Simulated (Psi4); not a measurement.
# One shape, several levels: doublet [AlHOF2]−

Aim: a comparison of 3 runs (UB3LYP/6-311+G**, UBHLYP/6-311+G**, UPBE0/6-311+G**) of doublet [AlHOF2]−. 

Program for the calculation: Psi4 1.11.

1 further run of the same task is left out (set aside as unsound or not needed).

## Step 1: The system as given

[AlHOF2]−: 5 atoms, total charge -1, spin state doublet. SMILES of the parent species: `[OH][Al]([F])[F]`. The shape is that of a PBE0-D4/def2-TZVP optimisation. That shape belongs to the parent species and isn't relaxed for this state.

Bond lengths: O1–Al2 1.674 Å, Al2–F3 1.633 Å, Al2–F4 1.638 Å, O1–H5 0.955 Å. Angles: O1–Al2–F3 119.1°, O1–Al2–F4 122.4°, F3–Al2–F4 118.6°, Al2–O1–H5 123.7°.

## Step 2: Energy and gradient at UB3LYP/6-311+G(d,p) (run 1)

job.json reads:

```json
{
 "schema_name": "qcschema_input",
 "schema_version": 1,
 "molecule": {
  "schema_name": "qcschema_molecule",
  "schema_version": 2,
  "symbols": ["O", "Al", "F", "F", "H"],
  "geometry": [0.00850377, 2.31869395, 0.00453534, 0.35092214, -0.82240881, 0.17404378, 2.81077864, -1.98534627, 1.63007776, -1.69678509, -2.78129891, -1.07090779, -1.3793111, 3.13146516, -0.81598374],
  "molecular_charge": -1,
  "molecular_multiplicity": 2,
  "fix_symmetry": "c1"
 },
 "driver": "gradient",
 "model": {
  "method": "b3lyp",
  "basis": "6-311+G**"
 },
 "keywords": {
  "reference": "uks",
  "puream": true,
  "e_convergence": 1e-09,
  "d_convergence": 1e-08,
  "scf_type": "pk",
  "dft_radial_points": 99,
  "dft_spherical_points": 590,
  "maxiter": 200,
  "scf_properties": ["DIPOLE", "MULLIKEN_CHARGES", "LOWDIN_CHARGES"]
 }
}
```

Command:

```
$ psi4 --qcschema job.json -n 1 --memory 1600MB
```

stdout:

```text
[...]
  Running in c1 symmetry.
[...]
  Nuclear repulsion =  160.477498817921798
[...]
  Multiplicity = 2
[...]
  Nalpha       = 21
  Nbeta        = 20
[...]
    Number of basis functions: 102
[...]
   @UKS iter   1:  -517.75748777697913   -4.09719e-01   1.17249e-02 ADIIS/DIIS
[...]
   @UKS iter  14:  -518.26674500032902   -2.72848e-12   2.68574e-09 DIIS
[...]
   @S^2 Observed:                7.507405188E-01
[...]
  @UKS Final Energy:  -518.26674500032902
   => Energetics <=
    Nuclear Repulsion Energy =            160.4774988179217985
    One-Electron Energy =               -1048.6540754138270586
    Two-Electron Energy =                 409.4259418358614084
    DFT Exchange-Correlation Energy =     -39.5161102402851654
    Empirical Dispersion Energy =           0.0000000000000000
    VV10 Nonlocal Energy =                  0.0000000000000000
    Total Energy =                       -518.2667450003290242
[...]
 Multipole Moments:
 ------------------------------------------------------------------------------------
     Multipole            Electronic (a.u.)      Nuclear  (a.u.)        Total (a.u.)
 ------------------------------------------------------------------------------------
 L = 1.  Multiply by 2.5417464519 to convert [e a0] to [Debye]
 Dipole X            :          1.1668462           -1.0575995            0.1092467
 Dipole Y            :         -3.6809727            3.4664567           -0.2145160
 Dipole Z            :          0.6558741           -0.5933049            0.0625692
 Magnitude           :                                                    0.2487305
[...]
  -Total Gradient:
     Atom            X                  Y                   Z
    ------   -----------------  -----------------  -----------------
       1       -0.007468229603    -0.027799474845    -0.004769342914
       2        0.007035982292    -0.010709159273     0.004072359806
       3       -0.032286452654     0.015608834948    -0.019105621308
       4        0.024246996831     0.025907410885     0.014774825724
       5        0.008454993522    -0.002970043074     0.005018339905
[...]
```

The result, in JSON:

```text
{
 "driver": "gradient",
 "model": {
  "method": "b3lyp",
  "basis": "6-311+G**"
 },
 "success": true,
 "return_result": [-0.007468229602711374, -0.027799474845086776, -0.004769342913590338, 0.007035982291828625, -0.010709159273040284, 0.004072359806347681, -0.03228645265416086, 0.015608834947830552, -0.019105621308430493, 0.024246996830533135, 0.025907410885284685, 0.014774825724175614, 0.008454993522226784, -0.0029700430742196082, 0.0050183399053589095],
 "properties": {
  "calcinfo_nbasis": 102,
  "calcinfo_nmo": 102,
  "calcinfo_nalpha": 21,
  "calcinfo_nbeta": 20,
  "calcinfo_natom": 5,
  "nuclear_repulsion_energy": 160.4774988179218,
  "return_energy": -518.266745000329,
  "return_gradient": [-0.007468229602711374, -0.027799474845086776, -0.004769342913590338, 0.007035982291828625, -0.010709159273040284, 0.004072359806347681, -0.03228645265416086, 0.015608834947830552, -0.019105621308430493, 0.024246996830533135, 0.025907410885284685, 0.014774825724175614, 0.008454993522226784, -0.0029700430742196082, 0.0050183399053589095],
  "scf_one_electron_energy": -1048.654075413827,
  "scf_two_electron_energy": 409.4259418358614,
  "scf_xc_energy": -39.516110240285165,
  "scf_dipole_moment": [0.10924670447121132, -0.21451600213620203, 0.0625691579554889],
  "scf_total_energy": -518.266745000329,
  "scf_total_gradient": [-0.007468229602711374, -0.027799474845086776, -0.004769342913590338, 0.007035982291828625, -0.010709159273040284, 0.004072359806347681, -0.03228645265416086, 0.015608834947830552, -0.019105621308430493, 0.024246996830533135, 0.025907410885284685, 0.014774825724175614, 0.008454993522226784, -0.0029700430742196082, 0.0050183399053589095],
  "scf_iterations": 14
 }
}
```

It took 19 s on 1 thread of AMD EPYC 9R45 (Zen 5), shared host; peak memory 0.72 GiB.

## Step 3: Energy and gradient at UBHLYP/6-311+G(d,p) (run 2)

input.json reads:

```json
{
 "schema_name": "qcschema_input",
 "schema_version": 1,
 "molecule": {
  "schema_name": "qcschema_molecule",
  "schema_version": 2,
  "symbols": ["O", "Al", "F", "F", "H"],
  "geometry": [0.00850377, 2.31869395, 0.00453534, 0.35092214, -0.82240881, 0.17404378, 2.81077864, -1.98534627, 1.63007776, -1.69678509, -2.78129891, -1.07090779, -1.3793111, 3.13146516, -0.81598374],
  "molecular_charge": -1,
  "molecular_multiplicity": 2,
  "fix_symmetry": "c1"
 },
 "driver": "gradient",
 "model": {
  "method": "bhhlyp",
  "basis": "6-311+G**"
 },
 "keywords": {
  "reference": "uks",
  "puream": true,
  "e_convergence": 1e-09,
  "d_convergence": 1e-08,
  "scf_type": "pk",
  "dft_radial_points": 99,
  "dft_spherical_points": 590,
  "maxiter": 200,
  "scf_properties": ["MAYER_INDICES", "LOWDIN_CHARGES", "DIPOLE"]
 }
}
```

Command:

```
$ psi4 --qcschema input.json -n 1 --memory 1600MB
```

stdout:

```text
[...]
  Running in c1 symmetry.
[...]
  Nuclear repulsion =  160.477498817921798
[...]
  Multiplicity = 2
[...]
  Nalpha       = 21
  Nbeta        = 20
[...]
    Number of basis functions: 102
[...]
   @UKS iter   1:  -517.74562126037847   -7.58097e-01   1.00818e-02 ADIIS/DIIS
[...]
   @UKS iter  14:  -518.12933464372782   -1.52340e-11   5.29390e-09 DIIS
[...]
   @S^2 Observed:                7.507731134E-01
[...]
  @UKS Final Energy:  -518.12933464372782
   => Energetics <=
    Nuclear Repulsion Energy =            160.4774988179217985
    One-Electron Energy =               -1048.7251370829274038
    Two-Electron Energy =                 395.3611959510998304
    DFT Exchange-Correlation Energy =     -25.2428923298219345
    Empirical Dispersion Energy =           0.0000000000000000
    VV10 Nonlocal Energy =                  0.0000000000000000
    Total Energy =                       -518.1293346437278160
[...]
 Multipole Moments:
 ------------------------------------------------------------------------------------
     Multipole            Electronic (a.u.)      Nuclear  (a.u.)        Total (a.u.)
 ------------------------------------------------------------------------------------
 L = 1.  Multiply by 2.5417464519 to convert [e a0] to [Debye]
 Dipole X            :          1.1909079           -1.0575995            0.1333084
 Dipole Y            :         -3.6585291            3.4664567           -0.1920723
 Dipole Z            :          0.6703918           -0.5933049            0.0770869
 Magnitude           :                                                    0.2461814
[...]
  -Total Gradient:
     Atom            X                  Y                   Z
    ------   -----------------  -----------------  -----------------
       1        0.001162430040    -0.023574026353     0.000438313503
       2        0.006988864294    -0.009850344377     0.004053042209
       3       -0.023149619675     0.011566753910    -0.013693786085
       4        0.016431629460     0.018899083787     0.010029182785
       5       -0.001443916244     0.002982641557    -0.000832743361
[...]
```

The result, in JSON:

```text
{
 "driver": "gradient",
 "model": {
  "method": "bhhlyp",
  "basis": "6-311+G**"
 },
 "success": true,
 "return_result": [0.0011624300397811427, -0.02357402635273731, 0.0004383135034042307, 0.006988864293587738, -0.009850344376790766, 0.00405304220883904, -0.02314961967509359, 0.011566753909678408, -0.013693786085099559, 0.016431629459769684, 0.018899083787489127, 0.010029182784981189, -0.0014439162437379915, 0.002982641557101276, -0.0008327433610455237],
 "properties": {
  "calcinfo_nbasis": 102,
  "calcinfo_nmo": 102,
  "calcinfo_nalpha": 21,
  "calcinfo_nbeta": 20,
  "calcinfo_natom": 5,
  "nuclear_repulsion_energy": 160.4774988179218,
  "return_energy": -518.1293346437278,
  "return_gradient": [0.0011624300397811427, -0.02357402635273731, 0.0004383135034042307, 0.006988864293587738, -0.009850344376790766, 0.00405304220883904, -0.02314961967509359, 0.011566753909678408, -0.013693786085099559, 0.016431629459769684, 0.018899083787489127, 0.010029182784981189, -0.0014439162437379915, 0.002982641557101276, -0.0008327433610455237],
  "scf_one_electron_energy": -1048.7251370829274,
  "scf_two_electron_energy": 395.36119595109983,
  "scf_xc_energy": -25.242892329821935,
  "scf_dipole_moment": [0.13330836352223852, -0.1920723461728575, 0.07708690565193876],
  "scf_total_energy": -518.1293346437278,
  "scf_total_gradient": [0.0011624300397811427, -0.02357402635273731, 0.0004383135034042307, 0.006988864293587738, -0.009850344376790766, 0.00405304220883904, -0.02314961967509359, 0.011566753909678408, -0.013693786085099559, 0.016431629459769684, 0.018899083787489127, 0.010029182784981189, -0.0014439162437379915, 0.002982641557101276, -0.0008327433610455237],
  "scf_iterations": 14
 }
}
```

It took 18 s on 1 thread of AMD EPYC 9R45 (Zen 5), shared host; peak memory 0.72 GiB.

## Step 4: Energy and forces at UPBE0/6-311+G(d,p) (run 3)

input.in reads:

```
memory 1600 MB

molecule {
  -1 2
  O      0.004500     1.227000     0.002400
  Al     0.185700    -0.435200     0.092100
  F      1.487400    -1.050600     0.862600
  F     -0.897900    -1.471800    -0.566700
  H     -0.729900     1.657100    -0.431800
  symmetry c1
  no_reorient
  no_com
}

set {
  basis                6-311+G**
  reference            uks
  puream               true
  e_convergence        1e-09
  d_convergence        1e-08
  scf_type             pk
  dft_radial_points    99
  dft_spherical_points 590
  maxiter              200
}

energy_value, wavefunction = gradient("pbe0", return_wfn=True)
```

Command:

```
$ psi4 -n 1 input.in input.out
```

input.out:

```text
[...]
  Running in c1 symmetry.
[...]
  Nuclear repulsion =  160.477498767310010
[...]
  Multiplicity = 2
[...]
  Nalpha       = 21
  Nbeta        = 20
[...]
    Number of basis functions: 102
[...]
   @UKS iter   1:  -517.39752435668402   -5.03434e-01   1.09488e-02 ADIIS/DIIS
[...]
   @UKS iter  14:  -517.84967903550523   -3.63798e-12   3.47306e-09 DIIS
[...]
   @S^2 Observed:                7.515092800E-01
[...]
  @UKS Final Energy:  -517.84967903550523
   => Energetics <=
    Nuclear Repulsion Energy =            160.4774987673100100
    One-Electron Energy =               -1048.6142303245001131
    Two-Electron Energy =                 407.0208278307347882
    DFT Exchange-Correlation Energy =     -36.7337753090499035
    Empirical Dispersion Energy =           0.0000000000000000
    VV10 Nonlocal Energy =                  0.0000000000000000
    Total Energy =                       -517.8496790355052326
[...]
 Multipole Moments:
 ------------------------------------------------------------------------------------
     Multipole            Electronic (a.u.)      Nuclear  (a.u.)        Total (a.u.)
 ------------------------------------------------------------------------------------
 L = 1.  Multiply by 2.5417464519 to convert [e a0] to [Debye]
 Dipole X            :        -13.5089544           13.2766488           -0.2323056
 Dipole Y            :         32.6093352          -31.9101043            0.6992309
 Dipole Z            :         -6.6202770            6.5153977           -0.1048792
 Magnitude           :                                                    0.7442375
[...]
  -Total Gradient:
     Atom            X                  Y                   Z
    ------   -----------------  -----------------  -----------------
       1       -0.005398295048    -0.027631621414    -0.003529071874
       2        0.007513514929    -0.010354872541     0.004359705971
       3       -0.029902537571     0.014413798096    -0.017694593696
       4        0.022189760870     0.024172740290     0.013527470040
       5        0.005580226738    -0.000564675557     0.003326658711
[...]
```

It took 19 s on 1 thread of AMD EPYC 9R45 (Zen 5), shared host; peak memory 0.73 GiB.

## Step 5: Overview of the runs

```tsv
run	level	energy (Eh)	HOMO energy (eV)	LUMO energy (eV)	⟨S²⟩	wall time
1	UB3LYP/6-311+G**	-518.266745	1.54	2.76	0.751	19 s
2	UBHLYP/6-311+G**	-518.129335	1.15	3.44	0.751	18 s
3	UPBE0/6-311+G**	-517.849679	1.45	3.13	0.752	19 s
```

## Step 6: Outcome

| quantity | value |
| --- | --- |
| run 3: total energy | -517.84968 Eh |
| run 3: HOMO energy (highest over α and β) | 1.45 eV |
| run 3: LUMO energy (lowest over α and β) | 3.13 eV |
| run 3: ⟨S²⟩ | 0.752 |
| run 3: largest force on an atom | 1.934 eV/Å |

What this shows: Totals of different functionals can't be ranked against each other. In runs 1, 2, 3 the HOMO lies above zero, so the outermost electron may be held by the basis alone. All runs together took 56 s, the longest 19 s.
